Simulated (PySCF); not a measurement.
# CrBr₄ (-2): ligand-field states

Wanted: ligand-field states for CrBr₄ (-2).

Programs: PySCF 2.14.0, with routines of our own; each step states its level. All values are computed. Atoms count from 0.

## (1) The system as given

5 atoms, charge -2, states of the metal's open shell are computed; geometry from: model geometry, bond lengths from ionic radii.

## (2) Ligand-field states: state-averaged CASSCF in water

The job: settings as JSON, then the geometry in Å.

```
{"job": {"kind": "lf", "basis": {"metal": "x2c-TZVPall", "ligand": "x2c-SVPall"}, "nevpt": true, "solvent": "water"}, "charge": -2, "metal": "Cr", "open_shell": "d4"}
Cr     0.000000     0.000000     0.000000
Br     1.466469     1.466469     1.466470
Br    -1.466469    -1.466469     1.466470
Br    -1.466469     1.466469    -1.466470
Br     1.466469    -1.466469    -1.466470
```

Method: state-averaged CASSCF of the metal d shell, SC-NEVPT2 on the averaged canonical orbitals, state-interaction spin-orbit coupling.

The run is started by

```sh
OMP_NUM_THREADS=1 python lf_run.py task.json out
```

One launch serves the whole session: the jobs run in the order shown.

Output:

```text
basis functions 176, electrons 166, active (4e, 5o)
stage 1: DIIS on the effective Fock matrix, level shift 0.30
cycle   1  E = -11465.2663580287  dE = -1.147e+04  max|g| = 9.118e-01
cycle   2  E = -11465.4608400521  dE = -1.945e-01  max|g| = 7.497e-01
cycle   3  E = -11465.6258684795  dE = -1.650e-01  max|g| = 8.536e-01
cycle   4  E = -11465.9322651362  dE = -3.064e-01  max|g| = 1.752e-01
cycle   5  E = -11466.0367219726  dE = -1.045e-01  max|g| = 4.472e-02
cycle   6  E = -11466.0216916751  dE =  1.503e-02  max|g| = 1.139e-01
cycle   7  E = -11466.0182422310  dE =  3.449e-03  max|g| = 1.198e-01
cycle   8  E = -11466.0313008053  dE = -1.306e-02  max|g| = 9.417e-02
cycle   9  E = -11466.0398019263  dE = -8.501e-03  max|g| = 6.427e-02
cycle  10  E = -11466.0327644897  dE =  7.037e-03  max|g| = 9.487e-02
cycle  11  E = -11466.0193881018  dE =  1.338e-02  max|g| = 1.275e-01
cycle  12  E = -11466.0032551630  dE =  1.613e-02  max|g| = 1.591e-01
cycle  13  E = -11465.9605408470  dE =  4.271e-02  max|g| = 2.316e-01
cycle  14  E = -11465.8765569384  dE =  8.398e-02  max|g| = 3.390e-01
cycle  15  E = -11465.7232105751  dE =  1.533e-01  max|g| = 5.018e-01
stage 2: quasi-Newton rotations from the point of smallest gradient
cycle  17  E = -11466.0454877921  dE = -8.766e-03  max|g| = 6.683e-02
cycle  18  E = -11466.0473180878  dE = -1.830e-03  max|g| = 2.095e-02
cycle  19  E = -11466.0475734856  dE = -2.554e-04  max|g| = 1.160e-03
cycle  20  E = -11466.0475813436  dE = -7.858e-06  max|g| = 5.846e-04
cycle  21  E = -11466.0475821720  dE = -8.284e-07  max|g| = 1.340e-04
cycle  22  E = -11466.0475822117  dE = -3.966e-08  max|g| = 5.005e-05
cycle  23  E = -11466.0475822146  dE = -2.952e-09  max|g| = 6.536e-06
converged average energy = -11466.0475822146

 mult deg   label        CASSCF/cm-1   NEVPT2/cm-1
   5   3   5T2                 0.0           0.0
   5   2   5E               2663.7        3186.3
   3   3   3T1             17067.9       15409.7
   3   3   3T2             18024.5       16850.4
   3   3   3T1             19162.5       17837.2
   3   2   3E              19941.9       19183.8
   3   3   3T1             21143.0       19249.0
   3   3   3T2             21646.2       19314.2
   1   1   1A1             23926.3       20631.4
   3   3   3T2             23227.6       21044.4
   3   3   3T1             22733.9       21046.9
   3   1   3A2             23089.4       21068.6
   3   2   3E              24129.8       22012.5
   1   3   1T1             25545.8       23096.3
   3   1   3A1             25741.5       23752.9
   3   3   3T1             25736.0       24054.7
   1   3   1T2             27103.9       25553.7
   3   3   3T2             30119.8       25693.0
   1   2   1E              28327.8       25698.3
   1   1   1A1             28965.9       26149.7
   1   3   1T1             29830.4       27114.3
   3   2   3E              31758.0       27690.8
   1   3   1T2             29347.6       27944.3
   1   1   1A2             29306.3       28158.0
   1   2   1E              30954.9       29163.8
   1   3   1T2             32079.9       29386.0
   1   1   1A1             35531.3       30297.4
   1   3   1T2             35928.5       31951.0
   1   2   1E              38366.9       34870.7
   1   1   1A2             42063.0       36794.8
   1   3   1T2             42794.9       37715.0
   1   3   1T1             42933.9       37792.0
   3   1   3A2             49598.6       42578.0
   3   3   3T1             50005.2       42790.2
   3   3   3T2             50226.1       43368.8
   3   3   3T1             51451.5       44525.7
   1   3   1T2             55491.5       48300.1
   1   2   1E              56971.9       50150.9
   1   3   1T1             57429.3       50640.5
   1   1   1A1             58234.9       51571.8
   1   2   1E              75394.3       63315.0
   1   3   1T2             76940.7       65258.6
   1   1   1A1             98559.5       82500.9

spin-orbit levels / cm-1
      0.00  x1  5T2 0.99
     13.35  x3  5T2 1.00
     25.48  x3  5T2 1.00
    124.76  x2  5T2 1.00
    132.66  x3  5T2 1.00
    207.07  x3  5T2 1.00
   3288.56  x1  5E 1.00
   3292.67  x3  5E 1.00
   3296.77  x2  5E 1.00
   3300.60  x3  5E 0.99
   3304.42  x1  5E 0.99
  15335.00  x1  3T1 0.99
  15447.57  x3  3T1 1.00
  15560.12  x2  3T1 0.99
  15569.37  x3  3T1 1.00
  16902.44  x3  3T2 0.99
  16918.11  x2  3T2 0.99
  16979.75  x3  3T2 1.00
  17011.77  x1  3T2 1.00
  17900.23  x2  3T1 0.98
  17903.89  x3  3T1 0.98
  17928.77  x3  3T1 0.99
  17966.13  x1  3T1 0.99
  18975.93  x1  3T1 0.98
  19135.07  x1  3T2 1.00
  19161.75  x3  3T1 0.90 3E 0.08
  19179.80  x3  3E 0.50 3T2 0.47
```

Wall time 25 s (1 thread of Arm Neoverse V2, shared host); peak memory 0.53 GiB.

From this job:

```csv
quantity,value
spin-orbit constant ζ,203 cm⁻¹
```

Powder susceptibility:

```
T (K)  χT (cm³ K/mol)  μ(eff)
    2           0.342    1.65
    5           0.827    2.57
   10           1.314    3.24
   20           1.624    3.60
   30           1.756    3.75
   50           1.946    3.94
   75           2.141    4.14
  100           2.298    4.29
  150           2.517    4.49
  200           2.655    4.61
  250           2.748    4.69
  300           2.817    4.75
```

## (3) Ligand-field states: state-averaged CASSCF (angle to the S4 axis at 45°) in water

The job: settings as JSON, then the geometry in Å.

```
{"job": {"kind": "lf", "basis": {"metal": "x2c-TZVPall", "ligand": "x2c-SVPall"}, "nevpt": true, "solvent": "water", "reuse": true}, "charge": -2, "metal": "Cr", "open_shell": "d4"}
Cr     0.000000     0.000000     0.000000
Br     1.270000     1.270000     1.796051
Br    -1.270000    -1.270000     1.796051
Br    -1.270000     1.270000    -1.796051
Br     1.270000    -1.270000    -1.796051
```

Method: state-averaged CASSCF of the metal d shell, SC-NEVPT2 on the averaged canonical orbitals, state-interaction spin-orbit coupling.

Output:

```text
basis functions 176, electrons 166, active (4e, 5o)
start from the orbitals of the previous structure
stage 1: DIIS on the effective Fock matrix, level shift 0.30
cycle   1  E = -11464.1661842185  dE = -1.146e+04  max|g| = 3.458e+00
cycle   2  E = -11465.8241754650  dE = -1.658e+00  max|g| = 5.588e-01
cycle   3  E = -11465.9846774932  dE = -1.605e-01  max|g| = 1.794e-01
cycle   4  E = -11465.9898760915  dE = -5.199e-03  max|g| = 1.270e-01
cycle   5  E = -11466.0060501266  dE = -1.617e-02  max|g| = 1.067e-01
cycle   6  E = -11466.0231934123  dE = -1.714e-02  max|g| = 7.094e-02
cycle   7  E = -11466.0299305940  dE = -6.737e-03  max|g| = 4.287e-02
cycle   8  E = -11466.0299825579  dE = -5.196e-05  max|g| = 4.152e-02
cycle   9  E = -11466.0290243194  dE =  9.582e-04  max|g| = 4.921e-02
cycle  10  E = -11466.0278124131  dE =  1.212e-03  max|g| = 5.712e-02
cycle  11  E = -11466.0257962198  dE =  2.016e-03  max|g| = 6.845e-02
cycle  12  E = -11466.0219117370  dE =  3.884e-03  max|g| = 8.426e-02
cycle  13  E = -11466.0145898297  dE =  7.322e-03  max|g| = 1.135e-01
cycle  14  E = -11466.0015264539  dE =  1.306e-02  max|g| = 1.627e-01
cycle  15  E = -11465.9774397779  dE =  2.409e-02  max|g| = 2.209e-01
stage 2: quasi-Newton rotations from the point of smallest gradient
cycle  17  E = -11466.0338894485  dE = -3.907e-03  max|g| = 1.016e-02
cycle  18  E = -11466.0341765599  dE = -2.871e-04  max|g| = 6.984e-03
cycle  19  E = -11466.0342159797  dE = -3.942e-05  max|g| = 2.828e-03
cycle  20  E = -11466.0342229236  dE = -6.944e-06  max|g| = 3.079e-04
cycle  21  E = -11466.0342232454  dE = -3.218e-07  max|g| = 9.834e-05
cycle  22  E = -11466.0342232779  dE = -3.252e-08  max|g| = 2.105e-05
cycle  23  E = -11466.0342232788  dE = -8.931e-10  max|g| = 5.512e-06
converged average energy = -11466.0342232788

 mult deg   label        CASSCF/cm-1   NEVPT2/cm-1
   5   2   5E                  0.0           0.0
   5   1   5B2              2894.2        3370.7
   5   1   5A1              3060.1        3923.2
   5   1   5B1              4190.9        4888.0
   3   1   3A2             16938.9       14835.5
   3   2   3E              18078.8       16957.1
   3   1   3B2             18958.1       17421.1
   3   2   3E              18660.1       17534.2
   3   2   3E              19602.3       18088.3
   3   1   3B1             19771.9       18408.7
   3   2   3E              21058.1       18973.8
   3   2   3E              22329.5       20014.5
   3   1   3A2             21067.9       20593.1
   3   2   3E              22948.1       20748.4
   3   1   3A1             21362.8       21147.3
   3   1   3A2             22720.0       21267.2
   3   1   3B2             22958.1       21291.1
   1   1   1A1             24653.6       21498.9
   3   1   3B1             23668.6       21969.2
   3   1   3A2             23801.5       22433.3
   1   1   1A2             25172.4       22440.6
   3   1   3B2             24572.2       22718.6
   3   1   3B1             25169.9       23478.0
   1   1   1A1             27318.7       23642.4
   3   2   3E              25106.0       23853.1
   3   1   3A1             25698.1       23861.6
   3   1   3A2             26300.0       24585.2
   3   1   3A1             26674.0       24929.9
   1   2   1E              26854.9       24953.0
   1   2   1E              27428.2       25738.5
   3   2   3E              27408.4       26212.6
   3   2   3E              30844.3       26560.4
   1   2   1E              29326.3       26608.2
   1   1   1B2             29065.0       27737.5
   3   1   3B2             31762.7       27747.1
   1   1   1B1             29658.9       27861.2
   3   1   3B1             32744.7       28936.1
   1   1   1A1             31089.3       29001.6
   3   1   3A1             32907.9       29097.5
   1   1   1B2             30048.8       29211.4
   1   1   1A2             31578.5       29230.0
   1   1   1B1             30093.8       29246.4
   1   2   1E              31086.5       29637.7
   1   1   1B2             32345.6       29659.9
   1   1   1B1             31797.6       29677.6
   1   1   1A1             32163.8       30775.9
   1   2   1E              33432.6       30910.0
   1   1   1A1             36227.3       31340.8
   1   1   1B2             36617.0       32795.7
   1   2   1E              36966.0       33238.9
   1   1   1B1             37719.7       34062.8
   1   1   1A1             40902.5       37705.6
   1   2   1E              42795.7       38134.1
   1   1   1B1             43212.0       38344.3
   1   1   1B2             43581.1       38761.8
   1   2   1E              44395.3       39389.3
   1   1   1A2             45151.3       40276.5
   3   2   3E              49891.8       42718.3
   3   2   3E              50149.7       43422.8
   3   1   3B1             50750.4       44003.5

spin-orbit levels / cm-1
      0.00  x2  5E 1.00
     22.35  x1  5E 1.00
     39.93  x1  5E 1.00
     67.07  x2  5E 1.00
    105.40  x1  5E 1.00
    106.43  x1  5E 1.00
    149.78  x2  5E 1.00
   3413.99  x1  5B2 0.98
   3414.01  x1  5B2 0.98
   3442.37  x2  5B2 0.99
   3451.97  x1  5B2 1.00
   4005.97  x1  5A1 1.00
   4005.98  x1  5A1 1.00
   4009.87  x2  5A1 1.00
   4011.17  x1  5A1 1.00
   4969.36  x1  5B1 1.00
   4976.36  x2  5B1 0.99
   4996.89  x2  5B1 0.98
  14884.13  x1  3A2 0.99
  14913.15  x2  3A2 1.00
  16932.38  x1  3E 0.99
  16947.32  x1  3E 1.00
  17033.39  x2  3E 1.00
  17109.30  x1  3E 0.99
  17113.01  x1  3E 1.00
  17462.15  x2  3B2 0.91 3E 0.06
  17462.26  x1  3B2 0.90 3E 0.07
  17574.86  x1  3E 0.99
  17580.51  x1  3E 0.99
  17610.05  x2  3E 0.93 3B2 0.06
```

It took 21 s on 1 thread of Arm Neoverse V2, shared host; peak memory 0.56 GiB.

From this job:

```
             quantity     value
spin-orbit constant ζ  203 cm⁻¹
```

Powder susceptibility:

```csv
T (K),χT (cm³ K/mol),μ(eff)
2,1.316,3.24
20,1.918,3.92
100,2.568,4.53
300,2.884,4.80
```

## (4) Ligand-field states: state-averaged CASSCF (angle to the S4 axis at 50°) in water

The job: settings as JSON, then the geometry in Å.

```
{"job": {"kind": "lf", "basis": {"metal": "x2c-TZVPall", "ligand": "x2c-SVPall"}, "nevpt": true, "solvent": "water", "reuse": true}, "charge": -2, "metal": "Cr", "open_shell": "d4"}
Cr     0.000000     0.000000     0.000000
Br     1.375855     1.375855     1.632681
Br    -1.375855    -1.375855     1.632681
Br    -1.375855     1.375855    -1.632681
Br     1.375855    -1.375855    -1.632681
```

Method: state-averaged CASSCF of the metal d shell, SC-NEVPT2 on the averaged canonical orbitals, state-interaction spin-orbit coupling.

Output:

```text
basis functions 176, electrons 166, active (4e, 5o)
start from the orbitals of the previous structure
stage 1: DIIS on the effective Fock matrix, level shift 0.30
cycle   1  E = -11465.4235538705  dE = -1.147e+04  max|g| = 1.619e+00
cycle   2  E = -11465.9758416875  dE = -5.523e-01  max|g| = 3.643e-01
cycle   3  E = -11466.0302731753  dE = -5.443e-02  max|g| = 1.113e-01
cycle   4  E = -11466.0355864785  dE = -5.313e-03  max|g| = 7.230e-02
cycle   5  E = -11466.0409156881  dE = -5.329e-03  max|g| = 4.800e-02
cycle   6  E = -11466.0434897138  dE = -2.574e-03  max|g| = 3.516e-02
cycle   7  E = -11466.0446274763  dE = -1.138e-03  max|g| = 1.820e-02
cycle   8  E = -11466.0448682089  dE = -2.407e-04  max|g| = 1.288e-02
cycle   9  E = -11466.0448721458  dE = -3.937e-06  max|g| = 1.324e-02
cycle  10  E = -11466.0448778793  dE = -5.733e-06  max|g| = 1.428e-02
cycle  11  E = -11466.0448816436  dE = -3.764e-06  max|g| = 1.375e-02
cycle  12  E = -11466.0448783339  dE =  3.310e-06  max|g| = 1.388e-02
cycle  13  E = -11466.0448921801  dE = -1.385e-05  max|g| = 1.320e-02
cycle  14  E = -11466.0449011847  dE = -9.005e-06  max|g| = 1.263e-02
cycle  15  E = -11466.0449496129  dE = -4.843e-05  max|g| = 1.002e-02
cycle  16  E = -11466.0450053487  dE = -5.574e-05  max|g| = 6.086e-03
cycle  17  E = -11466.0450235494  dE = -1.820e-05  max|g| = 5.112e-03
cycle  18  E = -11466.0450294971  dE = -5.948e-06  max|g| = 5.729e-03
cycle  19  E = -11466.0450230030  dE =  6.494e-06  max|g| = 6.191e-03
cycle  20  E = -11466.0450121367  dE =  1.087e-05  max|g| = 7.676e-03
cycle  21  E = -11466.0449916618  dE =  2.047e-05  max|g| = 8.616e-03
cycle  22  E = -11466.0449712556  dE =  2.041e-05  max|g| = 9.015e-03
cycle  23  E = -11466.0449312140  dE =  4.004e-05  max|g| = 1.017e-02
cycle  24  E = -11466.0448857145  dE =  4.550e-05  max|g| = 1.064e-02
cycle  25  E = -11466.0448033046  dE =  8.241e-05  max|g| = 1.187e-02
cycle  26  E = -11466.0446799177  dE =  1.234e-04  max|g| = 1.351e-02
stage 2: quasi-Newton rotations from the point of smallest gradient
cycle  28  E = -11466.0450620454  dE = -3.850e-05  max|g| = 1.760e-03
cycle  29  E = -11466.0450655889  dE = -3.544e-06  max|g| = 1.455e-03
cycle  30  E = -11466.0450665273  dE = -9.384e-07  max|g| = 8.049e-05
cycle  31  E = -11466.0450665397  dE = -1.235e-08  max|g| = 1.717e-05
cycle  32  E = -11466.0450665406  dE = -9.823e-10  max|g| = 5.378e-06
converged average energy = -11466.0450665406

 mult deg   label        CASSCF/cm-1   NEVPT2/cm-1
   5   2   5E                  0.0           0.0
   5   1   5B2              1523.7        1760.5
   5   1   5A1              2882.0        3530.7
   5   1   5B1              3461.8        4062.1
   3   1   3A2             17055.9       15179.6
   3   2   3E              17703.1       16312.0
   3   2   3E              18367.0       17247.9
   3   1   3B2             18661.7       17377.4
   3   2   3E              19392.7       17956.3
   3   1   3B1             19964.8       18959.7
   3   2   3E              21220.2       19251.4
   3   1   3A2             20205.3       19308.6
   3   2   3E              22057.3       19733.4
   3   1   3A1             20751.2       20282.0
   3   1   3A2             21970.5       20309.7
   3   1   3B2             22356.2       20318.0
   3   2   3E              22908.3       20912.6
   1   1   1A1             24374.2       21156.8
   3   1   3B1             23453.1       21523.5
   3   1   3B2             23865.6       21810.5
   3   1   3A2             23373.3       21844.1
   3   2   3E              24092.0       22400.8
   3   1   3B1             24582.1       22669.0
   1   1   1A2             25372.6       22808.6
   3   1   3A1             24919.0       22888.2
   1   2   1E              26321.0       24072.7
   3   1   3A2             25926.9       24168.1
   3   1   3A1             26241.8       24351.3
   1   1   1A1             27907.7       24727.1
   3   2   3E              26539.3       25066.0
   1   2   1E              27268.7       25704.1
   3   2   3E              30515.4       26152.4
   3   1   3B2             30921.6       26667.8
   1   1   1B2             28213.3       26836.7
   1   1   1B1             29108.8       26935.6
   1   2   1E              29473.1       27228.8
   1   1   1A1             30009.8       27584.4
   1   1   1A2             30767.5       28227.6
   3   1   3B1             32250.1       28293.5
   3   1   3A1             32343.2       28374.2
   1   1   1B2             29729.9       28552.1
   1   2   1E              30441.8       28589.1
   1   1   1B1             29768.4       28718.5
   1   1   1B1             31350.2       29385.0
   1   1   1B2             32205.0       29488.8
   1   1   1A1             31607.5       30043.2
   1   2   1E              32798.5       30199.0
   1   1   1A1             35953.1       30855.0
   1   1   1B2             36307.8       32380.8
   1   2   1E              36491.4       32634.5
   1   1   1B1             38068.1       34473.7
   1   1   1A1             39668.8       36336.8
   1   1   1B1             42644.9       37544.9
   1   2   1E              42816.5       37867.6
   1   1   1B2             43191.1       38206.4
   1   2   1E              43672.9       38604.6
   1   1   1A2             44099.6       39079.9
   3   2   3E              49966.6       42772.0
   3   1   3B1             50161.7       43250.9
   3   2   3E              50304.8       43454.7

spin-orbit levels / cm-1
      0.00  x2  5E 1.00
     20.09  x1  5E 0.99
     39.44  x1  5E 1.00
     65.15  x2  5E 1.00
    103.68  x1  5E 1.00
    103.80  x1  5E 1.00
    148.13  x2  5E 1.00
   1816.72  x1  5B2 0.99
   1816.75  x1  5B2 0.99
   1837.40  x2  5B2 1.00
   1844.30  x1  5B2 1.00
   3614.18  x1  5A1 1.00
   3614.20  x1  5A1 1.00
   3619.09  x2  5A1 1.00
   3620.72  x1  5A1 1.00
   4144.61  x1  5B1 1.00
   4148.46  x2  5B1 1.00
   4159.90  x1  5B1 0.99
   4159.91  x1  5B1 0.99
  15223.76  x1  3A2 0.99
  15255.03  x2  3A2 1.00
  16286.48  x1  3E 0.99
  16310.65  x1  3E 1.00
  16389.87  x2  3E 1.00
  16457.37  x1  3E 0.99
  16463.70  x1  3E 1.00
  17283.18  x1  3E 1.00
  17298.25  x1  3E 1.00
  17304.88  x2  3E 0.92 3B2 0.08
  17329.17  x1  3E 0.83 3B2 0.16
```

Run time: 26 s. Hardware: 1 thread of Arm Neoverse V2, shared host; peak memory 0.55 GiB.

In short:

```csv
quantity,value
spin-orbit constant ζ,203 cm⁻¹
```

Powder susceptibility:

```
T (K)  χT (cm³ K/mol)  μ(eff)
    2           1.315    3.24
   20           1.917    3.92
  100           2.549    4.51
  300           2.872    4.79
```

(Part 1 of 3 ends here.)
